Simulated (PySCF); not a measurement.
# [Ce(S2)]+: how settings move a single point

Which settings matter for [Ce(S2)]+? Each run alters one on purpose. It is a constructed species; whether it can be made isn't addressed.

The runs use PySCF 2.14.0; TPSS, Ce lcecp-1-SVP with ECP47, S def2-SVP; scalar-relativistic core potentials, no spin–orbit coupling.

4 further runs of the same task are left out: 2 for a known fault of the program, 1 that didn't finish, 1 set aside as unsound or not needed.

**1. Where the work starts**

3 atoms, charge 1, spin multiplicity 1.

Bond lengths: Ce1–S2 2.559 Å, Ce1–S3 2.559 Å, S2–S3 2.159 Å. Angles: S2–Ce1–S3 49.9°, Ce1–S2–S3 65.0°, Ce1–S3–S2 65.0°.

As a file:

| atom | x (Å) | y (Å) | z (Å) |
| --- | --- | --- | --- |
| Ce1 | 0.00000 | 0.00000 | -0.62828 |
| S2 | 1.07971 | 0.00000 | 1.69173 |
| S3 | -1.07971 | 0.00000 | 1.69173 |

Formal oxidation states: Ce +3. Each metal's 1 4f electrons lie in its core potential, so multiplicities, spins and levels count the valence alone. An earlier session relaxed this geometry at TPSS, Ce lcecp-1-SVP with ECP47, S def2-SVP (singlet, point group C2v).

The sound run used a (50, 194) grid (finer on f atoms), a threshold of 1e-8 and at most 55 cycles, and ended at -828.267813 Eh.

**2. Try 1**

The input, run.py (the lines that set the calculation):

```python
mol = gto.M(atom='''
Ce     0.00000     0.00000    -0.62828
S      1.07971     0.00000     1.69173
S     -1.07971     0.00000     1.69173''',
    basis={'Ce': 'lcecp-1-SVP', 'S': 'def2-SVP'},
    ecp={'Ce': 'lcecp-1-SVP'},
    charge=1, spin=0)
mf = dft.RKS(mol, xc='TPSS')
mf.grids.atom_grid = (50, 194)  # f atoms: unpruned, at least (60, 302)
mf = mf.density_fit()  # fitting sets: Ce AutoAux, S def2-universal-JKFIT
mf.conv_tol = 1e-08; mf.max_cycle = 55
mf.kernel(dm0)  # dm0: smeared density
```

Started as:

```sh
$ OMP_NUM_THREADS=2 python run.py
```

Log:

```text
init E= -828.176783253484
  HOMO = -0.378350670418929  LUMO = -0.278013016047657  gap/eV = 2.73033
cycle= 1 E= -828.245177301837  delta_E= -0.0684  |g|= 0.215  |ddm|= 0.572
  HOMO = -0.344939747110711  LUMO = -0.319960139201886  gap/eV = 0.67973
cycle= 2 E= -827.411067342663  delta_E= 0.834  |g|= 1.53  |ddm|= 2.18
  HOMO = -0.350073311774032  LUMO = -0.283714014480301  gap/eV = 1.80573
cycle= 3 E= -828.262546962561  delta_E= -0.851  |g|= 0.114  |ddm|= 1.71
  HOMO = -0.357284032263436  LUMO = -0.28349447851195  gap/eV = 2.00792
cycle= 4 E= -828.267591739931  delta_E= -0.00504  |g|= 0.0216  |ddm|= 0.13
  HOMO = -0.357292833027618  LUMO = -0.281936158455242  gap/eV = 2.05056
cycle= 5 E= -828.267806134248  delta_E= -0.000214  |g|= 0.00451  |ddm|= 0.0329
  HOMO = -0.357600759204388  LUMO = -0.281938810552168  gap/eV = 2.05887
cycle= 6 E= -828.267813123946  delta_E= -6.99e-06  |g|= 0.000679  |ddm|= 0.00567
  HOMO = -0.357651862060305  LUMO = -0.281943278739452  gap/eV = 2.06014
cycle= 7 E= -828.267813280695  delta_E= -1.57e-07  |g|= 0.000187  |ddm|= 0.00121
  HOMO = -0.357651432085351  LUMO = -0.281950721797338  gap/eV = 2.05992
cycle= 8 E= -828.267813294046  delta_E= -1.34e-08  |g|= 4.54e-05  |ddm|= 0.000222
  HOMO = -0.357648679624472  LUMO = -0.281952475689795  gap/eV = 2.05980
cycle= 9 E= -828.267813294984  delta_E= -9.38e-10  |g|= 8.13e-06  |ddm|= 6.52e-05
  HOMO = -0.35764743325818  LUMO = -0.281954377207831  gap/eV = 2.05971
Extra cycle  E= -828.267813294557  delta_E= 4.26e-10  |g|= 3.23e-05  |ddm|= 6.22e-05
converged SCF energy = -828.267813294557
```

Run time: 2.1 s. Hardware: 2 threads of Intel Xeon 6975P-C (Granite Rapids), shared host.

Changed: the starting guess (smeared density). It converges in 9 cycles, at the sound run's energy within 0.001 eV, with a largest force component of 0.01 eV/Å. The result survives the change.

**3. Try 2**

The input, run.py (the lines that set the calculation):

```python
mol = gto.M(atom='''
Ce     0.00000     0.00000    -0.62828
S      1.07971     0.00000     1.69173
S     -0.33755     0.00000     0.09702''',
    basis={'Ce': 'lcecp-1-SVP', 'S': 'def2-SVP'},
    ecp={'Ce': 'lcecp-1-SVP'},
    charge=1, spin=0)
mf = dft.RKS(mol, xc='TPSS')
mf.grids.atom_grid = (50, 194)  # f atoms: unpruned, at least (60, 302)
mf = mf.density_fit()  # fitting sets: Ce AutoAux, S def2-universal-JKFIT
mf.conv_tol = 1e-08; mf.max_cycle = 74
mf.kernel(dm0)  # dm0: free metal ions and neutral atoms
```

Started as:

```sh
$ OMP_NUM_THREADS=2 python run.py
```

Log:

```text
init E= -819.553966599809
  HOMO = -0.475404552672588  LUMO = -0.459090313952411  gap/eV = 0.44393
cycle= 1 E= -812.376681294469  delta_E= 7.18  |g|= 1.69  |ddm|= 7.77
  HOMO = -0.167319454501854  LUMO = -0.147399281018832  gap/eV = 0.54206
cycle= 2 E= -806.15878360175  delta_E= 6.22  |g|= 4.53  |ddm|= 8.66
  HOMO = -0.380954857281857  LUMO = -0.316389204732342  gap/eV = 1.75692
cycle= 3 E= -812.428090045285  delta_E= -6.27  |g|=  1.6  |ddm|= 6.51
  HOMO = -0.380896797639769  LUMO = -0.369700739820942  gap/eV = 0.30466
cycle= 4 E= -813.401689245539  delta_E= -0.974  |g|= 0.479  |ddm|= 2.81
  HOMO = -0.427767872494329  LUMO = -0.398146514026049  gap/eV = 0.80604
cycle= 5 E= -813.240420742835  delta_E= 0.161  |g|= 0.79  |ddm|= 1.93
  HOMO = -0.416213991058863  LUMO = -0.400536898528344  gap/eV = 0.42660
cycle= 6 E= -813.47749818505  delta_E= -0.237  |g|= 0.148  |ddm|= 1.06
  HOMO = -0.412131005244506  LUMO = -0.398361806421784  gap/eV = 0.37468
cycle= 7 E= -813.483258198792  delta_E= -0.00576  |g|= 0.0832  |ddm|= 0.188
  HOMO = -0.410830970480365  LUMO = -0.39754569595496  gap/eV = 0.36151
cycle= 8 E= -813.484693998246  delta_E= -0.00144  |g|= 0.0514  |ddm|= 0.0639
  HOMO = -0.41087070398627  LUMO = -0.398032954411602  gap/eV = 0.34933
cycle= 9 E= -813.485409815175  delta_E= -0.000716  |g|= 0.0266  |ddm|= 0.0444
  HOMO = -0.410064601278058  LUMO = -0.397625055416118  gap/eV = 0.33850
cycle= 10 E= -813.485669066429  delta_E= -0.000259  |g|= 0.00206  |ddm|= 0.0322
  HOMO = -0.410071306862806  LUMO = -0.397697330190767  gap/eV = 0.33671
cycle= 11 E= -813.485670455569  delta_E= -1.39e-06  |g|= 9.31e-05  |ddm|= 0.00401
  HOMO = -0.410066711658602  LUMO = -0.397689654491458  gap/eV = 0.33680
cycle= 12 E= -813.485670458718  delta_E= -3.15e-09  |g|= 1.51e-05  |ddm|= 0.000303
  HOMO = -0.410067232002016  LUMO = -0.397690846832973  gap/eV = 0.33678
Extra cycle  E= -813.485670458683  delta_E= 3.46e-11  |g|= 1.93e-05  |ddm|= 6.76e-05
converged SCF energy = -813.485670458683
```

It took 2.6 s on 2 threads of Intel Xeon 6975P-C (Granite Rapids), shared host.

Changed: one atom's place (atom 3 put 0.8 Å from the metal); the cycle limit is 74. It converges in 12 cycles, +402.243 eV from the sound run, with a largest force component of 1431.38 eV/Å. The setting is unsound, so these numbers aren't the compound's.

**4. Try 3**

The input, run.py (the lines that set the calculation):

```python
mol = gto.M(atom='''
Ce     0.00000     0.00000    -0.70367
S      1.20927     0.00000     1.89473
S     -1.20927     0.00000     1.89473''',
    basis={'Ce': 'lcecp-1-SVP', 'S': 'def2-SVP'},
    ecp={'Ce': 'lcecp-1-SVP'},
    charge=1, spin=0)
mf = dft.RKS(mol, xc='TPSS')
mf.grids.atom_grid = (50, 194)  # f atoms: unpruned, at least (60, 302)
mf = mf.density_fit()  # fitting sets: Ce AutoAux, S def2-universal-JKFIT
mf.conv_tol = 1e-08; mf.max_cycle = 55
mf.kernel(dm0)  # dm0: free metal ions and neutral atoms
```

Started as:

```sh
$ OMP_NUM_THREADS=2 python run.py
```

Log:

```text
init E= -828.521106283376
  HOMO = -0.41350019519335  LUMO = -0.328132922496987  gap/eV = 2.32296
cycle= 1 E= -828.115700352118  delta_E= 0.405  |g|= 0.453  |ddm|= 2.08
  HOMO = -0.387885330230823  LUMO = -0.362794668005595  gap/eV = 0.68275
cycle= 2 E= -818.069872657221  delta_E=   10  |g|= 4.15  |ddm|= 4.99
  HOMO = -0.3188838667147  LUMO = -0.300517302154491  gap/eV = 0.49978
cycle= 3 E= -827.875083048216  delta_E= -9.81  |g|= 0.953  |ddm|= 4.09
  HOMO = -0.331934485188295  LUMO = -0.300112929264465  gap/eV = 0.86591
cycle= 4 E= -828.137054471306  delta_E= -0.262  |g|= 0.477  |ddm|= 0.593
  HOMO = -0.34478785581911  LUMO = -0.29293177255763  gap/eV = 1.41108
cycle= 5 E= -828.230224532164  delta_E= -0.0932  |g|= 0.0191  |ddm|= 0.649
  HOMO = -0.346476647284085  LUMO = -0.293271915143469  gap/eV = 1.44777
cycle= 6 E= -828.230320733211  delta_E= -9.62e-05  |g|= 0.0108  |ddm|= 0.0512
  HOMO = -0.345952452683431  LUMO = -0.293667401508105  gap/eV = 1.42275
cycle= 7 E= -828.230369128151  delta_E= -4.84e-05  |g|= 0.00192  |ddm|= 0.0176
  HOMO = -0.345887861187411  LUMO = -0.293508860924498  gap/eV = 1.42531
cycle= 8 E= -828.23036870339  delta_E= 4.25e-07  |g|= 0.00188  |ddm|= 0.00494
  HOMO = -0.345836911170423  LUMO = -0.293597625783039  gap/eV = 1.42150
cycle= 9 E= -828.230370424765  delta_E= -1.72e-06  |g|= 0.0001  |ddm|= 0.00318
  HOMO = -0.345838730284544  LUMO = -0.293595500616587  gap/eV = 1.42161
cycle= 10 E= -828.230370429264  delta_E= -4.5e-09  |g|= 1.64e-05  |ddm|= 0.000162
  HOMO = -0.345838134821765  LUMO = -0.293592989226126  gap/eV = 1.42166
Extra cycle  E= -828.230370429084  delta_E= 1.8e-10  |g|= 2.44e-05  |ddm|= 5.95e-05
converged SCF energy = -828.230370429084
```

Run time: 2 s. Hardware: 2 threads of Intel Xeon 6975P-C (Granite Rapids), shared host.

Changed: the scale of all coordinates (1.12). It converges in 10 cycles, +1.019 eV from the sound run, with a largest force component of 3.88 eV/Å. The setting is unsound, so these numbers aren't the compound's.

**5. Try 4**

The input, run.py (the lines that set the calculation):

```python
mol = gto.M(atom='''
Ce     0.00000     0.00000    -0.62828
S      1.07971     0.00000     1.69173
S     -1.07971     0.00000     1.69173''',
    basis={'Ce': 'lcecp-1-SVP', 'S': 'def2-SVP'},
    ecp={'Ce': 'lcecp-1-SVP'},
    charge=1, spin=0)
mf = dft.RKS(mol, xc='TPSS')
mf.grids.atom_grid = (50, 194)  # f atoms: unpruned, at least (60, 302)
mf = mf.density_fit()  # fitting sets: Ce AutoAux, S def2-universal-JKFIT
mf.conv_tol = 0.0001; mf.max_cycle = 55
mf.kernel(dm0)  # dm0: free metal ions and neutral atoms
```

Started as:

```sh
$ OMP_NUM_THREADS=2 python run.py
```

Log:

```text
init E= -828.757151183021
  HOMO = -0.430890743223642  LUMO = -0.308326887208616  gap/eV = 3.33513
cycle= 1 E= -828.188447119712  delta_E= 0.569  |g|= 0.434  |ddm|= 2.29
  HOMO = -0.342438850405714  LUMO = -0.32830723375637  gap/eV = 0.38454
cycle= 2 E= -825.643182432981  delta_E= 2.55  |g|= 2.75  |ddm|= 3.45
  HOMO = -0.330446214498725  LUMO = -0.273480317872731  gap/eV = 1.55012
cycle= 3 E= -828.246562325573  delta_E= -2.6  |g|= 0.255  |ddm|= 2.77
  HOMO = -0.356409639163022  LUMO = -0.289030553104762  gap/eV = 1.83348
cycle= 4 E= -828.260984224136  delta_E= -0.0144  |g|= 0.125  |ddm|= 0.291
  HOMO = -0.357225259710937  LUMO = -0.282998904596884  gap/eV = 2.01980
cycle= 5 E= -828.267678414849  delta_E= -0.00669  |g|= 0.0169  |ddm|= 0.165
  HOMO = -0.357508328146317  LUMO = -0.281682619801926  gap/eV = 2.06332
cycle= 6 E= -828.267810615843  delta_E= -0.000132  |g|= 0.00273  |ddm|= 0.033
  HOMO = -0.357645317544051  LUMO = -0.281915314489428  gap/eV = 2.06072
cycle= 7 E= -828.267813151678  delta_E= -2.54e-06  |g|= 0.000625  |ddm|= 0.00492
  HOMO = -0.357592536761619  LUMO = -0.282019030050501  gap/eV = 2.05646
Extra cycle  E= -828.267812009075  delta_E= 1.14e-06  |g|= 0.00176  |ddm|= 0.00332
converged SCF energy = -828.267812009075
```

Run time: 1.9 s. Hardware: 2 threads of Intel Xeon 6975P-C (Granite Rapids), shared host.

Changed: the SCF threshold (0.0001). It converges in 7 cycles, at the sound run's energy within 0.001 eV, with a largest force component of 0.00 eV/Å. The result survives the change.

**6. Try 5**

run.py (the lines that set the calculation): that of step 5 with these lines changed.

```diff
@@ -10,3 +10,3 @@
 mf = mf.density_fit()  # fitting sets: Ce AutoAux, S def2-universal-JKFIT
-mf.conv_tol = 0.0001; mf.max_cycle = 55
-mf.kernel(dm0)  # dm0: free metal ions and neutral atoms
+mf.conv_tol = 1e-08; mf.max_cycle = 81
+mf.kernel(dm0)  # dm0: core Hamiltonian
```

Started as:

```sh
$ OMP_NUM_THREADS=2 python run.py
```

Log:

```text
init E= -784.56006157441
  HOMO = -1.66221320620308  LUMO = -1.52965172831933  gap/eV = 3.60718
cycle= 1 E= -783.344020452553  delta_E= 1.22  |g|= 6.41  |ddm|=   23
  HOMO = -1.80942921088152  LUMO = -1.65062915640955  gap/eV = 4.32117
cycle= 2 E= -786.970064511473  delta_E= -3.63  |g|= 5.16  |ddm|= 15.6
  HOMO = -0.306337116688887  LUMO = -0.235414703448775  gap/eV = 1.92990
cycle= 3 E= -814.42455128525  delta_E= -27.5  |g|= 4.81  |ddm|= 14.2
  HOMO = -0.366810014913933  LUMO = -0.231967739704984  gap/eV = 3.66925
cycle= 4 E= -827.886194830717  delta_E= -13.5  |g|= 0.79  |ddm|= 7.23
  HOMO = -0.374544956338351  LUMO = -0.300131494953014  gap/eV = 2.02489
cycle= 5 E= -828.234655934943  delta_E= -0.348  |g|= 0.328  |ddm|= 2.22
  HOMO = -0.368291618261935  LUMO = -0.261004534681061  gap/eV = 2.91943
cycle= 6 E= -828.188520065512  delta_E= 0.0461  |g|= 0.407  |ddm|= 0.866
  HOMO = -0.372681384715158  LUMO = -0.265046143645295  gap/eV = 2.92890
cycle= 7 E= -828.181871505449  delta_E= 0.00665  |g|= 0.419  |ddm|= 0.104
  HOMO = -0.368864373720299  LUMO = -0.263275744423979  gap/eV = 2.87321
cycle= 8 E= -828.226129517401  delta_E= -0.0443  |g|= 0.297  |ddm|= 0.256
  HOMO = -0.35459091586694  LUMO = -0.280692880459303  gap/eV = 2.01087
cycle= 9 E= -828.267641612456  delta_E= -0.0415  |g|= 0.023  |ddm|= 0.521
  HOMO = -0.35781702198916  LUMO = -0.283276943906383  gap/eV = 2.02834
cycle= 10 E= -828.267648784723  delta_E= -7.17e-06  |g|= 0.0198  |ddm|= 0.0441
  HOMO = -0.357704594886961  LUMO = -0.281904083736791  gap/eV = 2.06264
cycle= 11 E= -828.267812418659  delta_E= -0.000164  |g|= 0.00139  |ddm|= 0.0324
  HOMO = -0.357656303220129  LUMO = -0.281931427137035  gap/eV = 2.06058
cycle= 12 E= -828.267813231615  delta_E= -8.13e-07  |g|= 0.000381  |ddm|= 0.00172
  HOMO = -0.357646760842965  LUMO = -0.281953087846988  gap/eV = 2.05973
cycle= 13 E= -828.267813294817  delta_E= -6.32e-08  |g|= 2.39e-05  |ddm|= 0.000634
  HOMO = -0.357648436285274  LUMO = -0.281953311878976  gap/eV = 2.05977
cycle= 14 E= -828.267813294998  delta_E= -1.81e-10  |g|= 5.45e-06  |ddm|= 3.54e-05
  HOMO = -0.357649253139734  LUMO = -0.281951994406677  gap/eV = 2.05983
Extra cycle  E= -828.267813294803  delta_E= 1.95e-10  |g|= 2.2e-05  |ddm|= 4.23e-05
converged SCF energy = -828.267813294803
```

It took 2.6 s on 2 threads of Intel Xeon 6975P-C (Granite Rapids), shared host.

Changed: the starting guess (bare core Hamiltonian); the cycle limit is 81. It converges in 14 cycles, at the sound run's energy within 0.001 eV, with a largest force component of 0.01 eV/Å. The result survives the change.

**7. Side by side**

| run | changed | ending | energy change (eV) | cycles | time | usable |
| --- | --- | --- | --- | --- | --- | --- |
| 1 | the starting guess | converged | 0.000 | 9 | 2.1 s | yes |
| 2 | one atom's place | converged | +402.243 | 12 | 2.6 s | no |
| 3 | the scale of all coordinates | converged | +1.019 | 10 | 2 s | no |
| 4 | the SCF threshold | converged | 0.000 | 7 | 1.9 s | yes |
| 5 | the starting guess | converged | 0.000 | 14 | 2.6 s | yes |

3 of 5 altered runs give a usable result. 2 ended normally with numbers unfit to quote.
